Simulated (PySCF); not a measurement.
# CeH2O2+: ligand-field states

What do calculations give for the ligand-field states of CeH2O2+?

Programs: PySCF 2.14.0, with routines of our own; each step states its level. All values are computed. Atoms count from 0.

## (1) The system as given

5 atoms, charge 1, states of the metal's open shell are computed; geometry from: model geometry, bond lengths from ionic radii.

## (2) Ligand-field states: state-averaged CASSCF

Job settings and geometry (Å):

```
{"job": {"kind": "lf", "basis": {"metal": "x2c-TZVPall", "ligand": "x2c-SVPall"}, "nevpt": true}, "charge": 1, "metal": "Ce", "open_shell": "f1"}
Ce     0.000000     0.000000     0.000000
O      0.000000     0.000000     2.140000
H      0.800000     0.000000     2.680000
O      0.000000     0.000000    -2.140000
H     -0.800000     0.000000    -2.680000
```

Level: state-averaged CASSCF of the metal f shell, SC-NEVPT2 on the averaged canonical orbitals, state-interaction spin-orbit coupling.

Command:

```bash
$ OMP_NUM_THREADS=1 python lf_run.py task.json out
```

The driver reads the jobs from task.json and runs them one after another.

Output:

```text
basis functions 142, electrons 75, active (1e, 7o)
stage 1: DIIS on the effective Fock matrix, level shift 0.30
cycle   1  E = -9005.3848821060  dE = -9.005e+03  max|g| = 2.777e+00
cycle   2  E = -9006.9672572170  dE = -1.582e+00  max|g| = 1.232e+00
cycle   3  E = -9006.9302809780  dE =  3.698e-02  max|g| = 1.169e+00
cycle   4  E = -9007.4548611291  dE = -5.246e-01  max|g| = 1.190e-01
cycle   5  E = -9007.4724814490  dE = -1.762e-02  max|g| = 1.548e-01
cycle   6  E = -9007.4808100452  dE = -8.329e-03  max|g| = 6.673e-02
cycle   7  E = -9007.4854775930  dE = -4.668e-03  max|g| = 2.440e-02
cycle   8  E = -9007.4843530309  dE =  1.125e-03  max|g| = 6.890e-02
cycle   9  E = -9007.4847165275  dE = -3.635e-04  max|g| = 7.176e-02
cycle  10  E = -9007.4845663472  dE =  1.502e-04  max|g| = 7.014e-02
cycle  11  E = -9007.4838449584  dE =  7.214e-04  max|g| = 8.371e-02
cycle  12  E = -9007.4824027675  dE =  1.442e-03  max|g| = 1.055e-01
cycle  13  E = -9007.4787388135  dE =  3.664e-03  max|g| = 1.500e-01
cycle  14  E = -9007.4697577935  dE =  8.981e-03  max|g| = 2.250e-01
cycle  15  E = -9007.4523872876  dE =  1.737e-02  max|g| = 3.300e-01
stage 2: quasi-Newton rotations from the point of smallest gradient
cycle  17  E = -9007.4865838678  dE = -1.106e-03  max|g| = 1.178e-02
cycle  18  E = -9007.4867713230  dE = -1.875e-04  max|g| = 5.691e-03
cycle  19  E = -9007.4868035394  dE = -3.222e-05  max|g| = 1.455e-03
cycle  20  E = -9007.4868070207  dE = -3.481e-06  max|g| = 6.914e-04
cycle  21  E = -9007.4868075624  dE = -5.417e-07  max|g| = 1.619e-04
cycle  22  E = -9007.4868076058  dE = -4.340e-08  max|g| = 2.665e-05
cycle  23  E = -9007.4868076112  dE = -5.455e-09  max|g| = 1.184e-05
cycle  24  E = -9007.4868076117  dE = -5.111e-10  max|g| = 3.724e-06
converged average energy = -9007.4868076117

 mult deg   label        CASSCF/cm-1   NEVPT2/cm-1
   2   1   2Bu                 0.0           0.0
   2   1   2Au                 0.2           0.2
   2   1   2Bu              1174.5        1279.8
   2   1   2Au              1177.7        1284.7
   2   1   2Bu              2942.3        3155.1
   2   1   2Au              3747.5        4135.0
   2   1   2Bu              6446.3        7116.8

spin-orbit levels / cm-1
      0.00  x2  2Bu 0.47 2Au 0.47 2Bu 0.03
   1509.14  x2  2Bu 0.46 2Au 0.46 2Bu 0.06
   2201.36  x2  2Au 0.50 2Bu 0.50
   3364.54  x2  2Au 0.47 2Bu 0.47 2Bu 0.03
   4030.17  x2  2Bu 0.70 2Au 0.22 2Bu 0.07
   5628.87  x2  2Au 0.70 2Bu 0.21 2Au 0.03
   8677.12  x2  2Bu 0.92 2Au 0.05
```

Wall time 25 s (1 thread of Intel Xeon Platinum 8259CL at 2.50GHz, shared host); peak memory 0.35 GiB.

Warnings kept with the result: spin Hamiltonian not valid, low-lying orbital states.

Key values:

```
             quantity     value
spin-orbit constant ζ  675 cm⁻¹
```

Powder susceptibility:

```
T (K)  χT (cm³ K/mol)  μ(eff)
    2           0.532    2.06
    5           0.533    2.06
   10           0.534    2.07
   20           0.537    2.07
   30           0.540    2.08
   50           0.547    2.09
   75           0.554    2.10
  100           0.562    2.12
  150           0.577    2.15
  200           0.593    2.18
  250           0.608    2.21
  300           0.623    2.23
```

## (3) Ligand-field states: state-averaged CASSCF (avg hs)

Job settings and geometry (Å):

```
{"job": {"kind": "lf", "basis": {"metal": "x2c-TZVPall", "ligand": "x2c-SVPall"}, "nevpt": true, "avg": "hs"}, "charge": 1, "metal": "Ce", "open_shell": "f1"}
Ce     0.000000     0.000000     0.000000
O      0.000000     0.000000     2.140000
H      0.800000     0.000000     2.680000
O      0.000000     0.000000    -2.140000
H     -0.800000     0.000000    -2.680000
```

With the program's defaults for keys left out, this is: state-averaged CASSCF of the metal f shell, SC-NEVPT2 on the averaged canonical orbitals, state-interaction spin-orbit coupling.

Output:

```text
basis functions 142, electrons 75, active (1e, 7o)
stage 1: DIIS on the effective Fock matrix, level shift 0.30
cycle   1  E = -9005.3848821060  dE = -9.005e+03  max|g| = 2.777e+00
cycle   2  E = -9006.9672572170  dE = -1.582e+00  max|g| = 1.232e+00
cycle   3  E = -9006.9302809780  dE =  3.698e-02  max|g| = 1.169e+00
cycle   4  E = -9007.4548611291  dE = -5.246e-01  max|g| = 1.190e-01
cycle   5  E = -9007.4724814490  dE = -1.762e-02  max|g| = 1.548e-01
cycle   6  E = -9007.4808100452  dE = -8.329e-03  max|g| = 6.673e-02
cycle   7  E = -9007.4854775930  dE = -4.668e-03  max|g| = 2.440e-02
cycle   8  E = -9007.4843530309  dE =  1.125e-03  max|g| = 6.890e-02
cycle   9  E = -9007.4847165275  dE = -3.635e-04  max|g| = 7.176e-02
cycle  10  E = -9007.4845663472  dE =  1.502e-04  max|g| = 7.014e-02
cycle  11  E = -9007.4838449584  dE =  7.214e-04  max|g| = 8.371e-02
cycle  12  E = -9007.4824027675  dE =  1.442e-03  max|g| = 1.055e-01
cycle  13  E = -9007.4787388135  dE =  3.664e-03  max|g| = 1.500e-01
cycle  14  E = -9007.4697577935  dE =  8.981e-03  max|g| = 2.250e-01
cycle  15  E = -9007.4523872876  dE =  1.737e-02  max|g| = 3.300e-01
stage 2: quasi-Newton rotations from the point of smallest gradient
cycle  17  E = -9007.4865838678  dE = -1.106e-03  max|g| = 1.178e-02
cycle  18  E = -9007.4867713230  dE = -1.875e-04  max|g| = 5.691e-03
cycle  19  E = -9007.4868035394  dE = -3.222e-05  max|g| = 1.455e-03
cycle  20  E = -9007.4868070207  dE = -3.481e-06  max|g| = 6.914e-04
cycle  21  E = -9007.4868075624  dE = -5.417e-07  max|g| = 1.619e-04
cycle  22  E = -9007.4868076058  dE = -4.340e-08  max|g| = 2.665e-05
cycle  23  E = -9007.4868076112  dE = -5.455e-09  max|g| = 1.184e-05
cycle  24  E = -9007.4868076117  dE = -5.111e-10  max|g| = 3.724e-06
converged average energy = -9007.4868076117

 mult deg   label        CASSCF/cm-1   NEVPT2/cm-1
   2   1   2Bu                 0.0           0.0
   2   1   2Au                 0.2           0.2
   2   1   2Bu              1174.5        1279.8
   2   1   2Au              1177.7        1284.7
   2   1   2Bu              2942.3        3155.1
   2   1   2Au              3747.5        4135.0
   2   1   2Bu              6446.3        7116.8

spin-orbit levels / cm-1
      0.00  x2  2Bu 0.47 2Au 0.47 2Bu 0.03
   1509.14  x2  2Bu 0.46 2Au 0.46 2Bu 0.06
   2201.36  x2  2Au 0.50 2Bu 0.50
   3364.54  x2  2Au 0.47 2Bu 0.47 2Bu 0.03
   4030.17  x2  2Bu 0.70 2Au 0.22 2Bu 0.07
   5628.87  x2  2Au 0.70 2Bu 0.21 2Au 0.03
   8677.12  x2  2Bu 0.92 2Au 0.05
```

Wall time 17 s (1 thread of Intel Xeon Platinum 8259CL at 2.50GHz, shared host); peak memory 0.36 GiB.

Warnings kept with the result: spin Hamiltonian not valid, low-lying orbital states.

From this job:

```csv
quantity,value
spin-orbit constant ζ,675 cm⁻¹
```

Powder susceptibility:

| T (K) | χT (cm³ K/mol) | μ(eff) |
| --- | --- | --- |
| 2 | 0.532 | 2.06 |
| 20 | 0.537 | 2.07 |
| 100 | 0.562 | 2.12 |
| 300 | 0.623 | 2.23 |

## (4) Ligand-field states: state-averaged CASSCF (soc bare)

Job settings and geometry (Å):

```
{"job": {"kind": "lf", "basis": {"metal": "x2c-TZVPall", "ligand": "x2c-SVPall"}, "nevpt": true, "soc": "bare"}, "charge": 1, "metal": "Ce", "open_shell": "f1"}
Ce     0.000000     0.000000     0.000000
O      0.000000     0.000000     2.140000
H      0.800000     0.000000     2.680000
O      0.000000     0.000000    -2.140000
H     -0.800000     0.000000    -2.680000
```

Method: state-averaged CASSCF of the metal f shell, SC-NEVPT2 on the averaged canonical orbitals, state-interaction spin-orbit coupling.

Output:

```text
basis functions 142, electrons 75, active (1e, 7o)
stage 1: DIIS on the effective Fock matrix, level shift 0.30
cycle   1  E = -9005.3848821060  dE = -9.005e+03  max|g| = 2.777e+00
cycle   2  E = -9006.9672572170  dE = -1.582e+00  max|g| = 1.232e+00
cycle   3  E = -9006.9302809780  dE =  3.698e-02  max|g| = 1.169e+00
cycle   4  E = -9007.4548611291  dE = -5.246e-01  max|g| = 1.190e-01
cycle   5  E = -9007.4724814490  dE = -1.762e-02  max|g| = 1.548e-01
cycle   6  E = -9007.4808100452  dE = -8.329e-03  max|g| = 6.673e-02
cycle   7  E = -9007.4854775930  dE = -4.668e-03  max|g| = 2.440e-02
cycle   8  E = -9007.4843530309  dE =  1.125e-03  max|g| = 6.890e-02
cycle   9  E = -9007.4847165275  dE = -3.635e-04  max|g| = 7.176e-02
cycle  10  E = -9007.4845663472  dE =  1.502e-04  max|g| = 7.014e-02
cycle  11  E = -9007.4838449584  dE =  7.214e-04  max|g| = 8.371e-02
cycle  12  E = -9007.4824027675  dE =  1.442e-03  max|g| = 1.055e-01
cycle  13  E = -9007.4787388135  dE =  3.664e-03  max|g| = 1.500e-01
cycle  14  E = -9007.4697577935  dE =  8.981e-03  max|g| = 2.250e-01
cycle  15  E = -9007.4523872876  dE =  1.737e-02  max|g| = 3.300e-01
stage 2: quasi-Newton rotations from the point of smallest gradient
cycle  17  E = -9007.4865838678  dE = -1.106e-03  max|g| = 1.178e-02
cycle  18  E = -9007.4867713230  dE = -1.875e-04  max|g| = 5.691e-03
cycle  19  E = -9007.4868035394  dE = -3.222e-05  max|g| = 1.455e-03
cycle  20  E = -9007.4868070207  dE = -3.481e-06  max|g| = 6.914e-04
cycle  21  E = -9007.4868075624  dE = -5.417e-07  max|g| = 1.619e-04
cycle  22  E = -9007.4868076058  dE = -4.340e-08  max|g| = 2.665e-05
cycle  23  E = -9007.4868076112  dE = -5.455e-09  max|g| = 1.184e-05
cycle  24  E = -9007.4868076117  dE = -5.111e-10  max|g| = 3.724e-06
converged average energy = -9007.4868076117

 mult deg   label        CASSCF/cm-1   NEVPT2/cm-1
   2   1   2Bu                 0.0           0.0
   2   1   2Au                 0.2           0.2
   2   1   2Bu              1174.5        1279.8
   2   1   2Au              1177.7        1284.7
   2   1   2Bu              2942.3        3155.1
   2   1   2Au              3747.5        4135.0
   2   1   2Bu              6446.3        7116.8

spin-orbit levels / cm-1
      0.00  x2  2Bu 0.45 2Au 0.45 2Bu 0.05
   1600.72  x2  2Bu 0.42 2Au 0.42 2Bu 0.10
   4402.96  x2  2Bu 0.47 2Au 0.34 2Bu 0.18
   4966.72  x2  2Bu 0.50 2Au 0.50
   6105.66  x2  2Bu 0.45 2Au 0.45 2Au 0.05
   8168.99  x2  2Au 0.48 2Bu 0.36 2Au 0.07
  11142.21  x2  2Bu 0.81 2Au 0.13 2Bu 0.07
```

It took 14 s on 1 thread of Intel Xeon Platinum 8259CL at 2.50GHz, shared host; peak memory 0.36 GiB.

Warnings kept with the result: spin Hamiltonian not valid, low-lying orbital states.

Key values:

| quantity | value |
| --- | --- |
| spin-orbit constant ζ | 1476 cm⁻¹ |

Powder susceptibility:

| T (K) | χT (cm³ K/mol) | μ(eff) |
| --- | --- | --- |
| 2 | 0.549 | 2.10 |
| 20 | 0.553 | 2.10 |
| 100 | 0.572 | 2.14 |
| 300 | 0.618 | 2.22 |

## (5) Ligand-field states: state-averaged CASSCF (stretch 1.5)

Job settings and geometry (Å):

```
{"job": {"kind": "lf", "basis": {"metal": "x2c-TZVPall", "ligand": "x2c-SVPall"}, "nevpt": true, "max_cycle": 84}, "charge": 1, "metal": "Ce", "open_shell": "f1"}
Ce     0.000000     0.000000     0.000000
O      0.000000     0.000000     3.210000
H      1.200000     0.000000     4.020000
O      0.000000     0.000000    -3.210000
H     -1.200000     0.000000    -4.020000
```

Method: state-averaged CASSCF of the metal f shell, SC-NEVPT2 on the averaged canonical orbitals, state-interaction spin-orbit coupling.

Output:

```text
basis functions 142, electrons 75, active (1e, 7o)
stage 1: DIIS on the effective Fock matrix, level shift 0.30
cycle   1  E = -9005.9128260002  dE = -9.006e+03  max|g| = 1.583e+00
cycle   2  E = -9006.6563241492  dE = -7.435e-01  max|g| = 6.795e-01
cycle   3  E = -9006.8597308284  dE = -2.034e-01  max|g| = 2.036e-01
cycle   4  E = -9006.8590612073  dE =  6.696e-04  max|g| = 3.680e-01
cycle   5  E = -9006.9082232338  dE = -4.916e-02  max|g| = 2.383e-01
cycle   6  E = -9006.9047762749  dE =  3.447e-03  max|g| = 2.067e-01
cycle   7  E = -9004.7199988515  dE =  2.185e+00  max|g| = 2.940e+00
cycle   8  E = -8999.9096173903  dE =  4.810e+00  max|g| = 5.631e+00
cycle   9  E = -8996.8339595965  dE =  3.076e+00  max|g| = 4.396e+00
cycle  10  E = -8995.5166909590  dE =  1.317e+00  max|g| = 3.728e+00
cycle  11  E = -8995.0373556022  dE =  4.793e-01  max|g| = 3.092e+00
cycle  12  E = -8995.2689721334  dE = -2.316e-01  max|g| = 4.003e+00
cycle  13  E = -8994.6266956498  dE =  6.423e-01  max|g| = 5.237e+00
cycle  14  E = -8990.6772928654  dE =  3.949e+00  max|g| = 9.114e+00
cycle  15  E = -8987.3239249324  dE =  3.353e+00  max|g| = 7.010e+00
stage 2: quasi-Newton rotations from the point of smallest gradient
cycle  17  E = -9006.9412954628  dE = -8.156e-02  max|g| = 1.737e-01
cycle  18  E = -9006.9568941417  dE = -1.560e-02  max|g| = 7.753e-02
cycle  19  E = -9006.9614593173  dE = -4.565e-03  max|g| = 1.010e-02
cycle  20  E = -9006.9617625236  dE = -3.032e-04  max|g| = 5.091e-03
cycle  21  E = -9006.9618177453  dE = -5.522e-05  max|g| = 3.322e-03
cycle  22  E = -9006.9618322724  dE = -1.453e-05  max|g| = 1.394e-03
cycle  23  E = -9006.9618350986  dE = -2.826e-06  max|g| = 3.930e-04
cycle  24  E = -9006.9618356152  dE = -5.166e-07  max|g| = 1.601e-04
cycle  25  E = -9006.9618357151  dE = -9.991e-08  max|g| = 7.446e-05
cycle  26  E = -9006.9618357347  dE = -1.961e-08  max|g| = 2.969e-05
cycle  27  E = -9006.9618357372  dE = -2.547e-09  max|g| = 1.329e-05
cycle  28  E = -9006.9618357377  dE = -4.784e-10  max|g| = 5.540e-06
converged average energy = -9006.9618357377

 mult deg   label        CASSCF/cm-1   NEVPT2/cm-1
   2   1   2Bu                 0.0           0.0
   2   1   2Au                 0.0           0.0
   2   1   2Bu               881.6         926.1
   2   1   2Au               882.1         926.9
   2   1   2Bu              1594.9        1684.6
   2   1   2Au              1651.5        1775.4
   2   1   2Bu              2116.8        2369.2

spin-orbit levels / cm-1
      0.00  x2  2Bu 0.46 2Au 0.46 2Bu 0.04
   1003.09  x2  2Bu 0.41 2Au 0.41 2Bu 0.10
   1851.84  x2  2Bu 0.35 2Au 0.34 2Bu 0.31
   2268.99  x2  2Bu 0.50 2Au 0.50
   3101.63  x2  2Bu 0.46 2Au 0.46 2Au 0.04
   3824.43  x2  2Bu 0.42 2Au 0.40 2Au 0.09
   4416.43  x2  2Bu 0.69 2Au 0.18 2Bu 0.13
```

Run time: 17 s. Hardware: 1 thread of Intel Xeon Platinum 8259CL at 2.50GHz, shared host; peak memory 0.35 GiB.

A normal end doesn't make this result sound: all coordinates were scaled by 1.5.

## (6) The runs side by side

From the NEVPT2 states (cm⁻¹; the spread is that of the fitted one-electron ligand-field levels):

```
step   setting  ground state  next state  orbital spread     ζ  μ(eff), 300 K
   2  as given           2Bu    2Au at 0            7117   675           2.23
   3    avg hs           2Bu    2Au at 0            7117   675           2.23
   4  soc bare           2Bu    2Au at 0            7117  1476           2.22
```

## (7) Summary of results

```
                                                         quantity                               value
            spin-orbit constant ζ (step 2, state-averaged CASSCF)                            675 cm⁻¹
ground multiplicity, μ(eff) at 300 K (step 2, 2 donors at 2.14 Å)                          2, 2.23 μB
ground multiplicity, μ(eff) at 300 K (step 3, 2 donors at 2.14 Å)                          2, 2.23 μB
ground multiplicity, μ(eff) at 300 K (step 4, 2 donors at 2.14 Å)                          2, 2.22 μB
                                                             runs  0 failed, 1 ended on unsound input
```

In words: In step 2, χT goes from 0.53 at 2 K to 0.62 cm³ K/mol at 300 K, as higher levels fill or mix in. The bare spin-orbit operator lacks the screening by other electrons, so its ζ comes out too large.
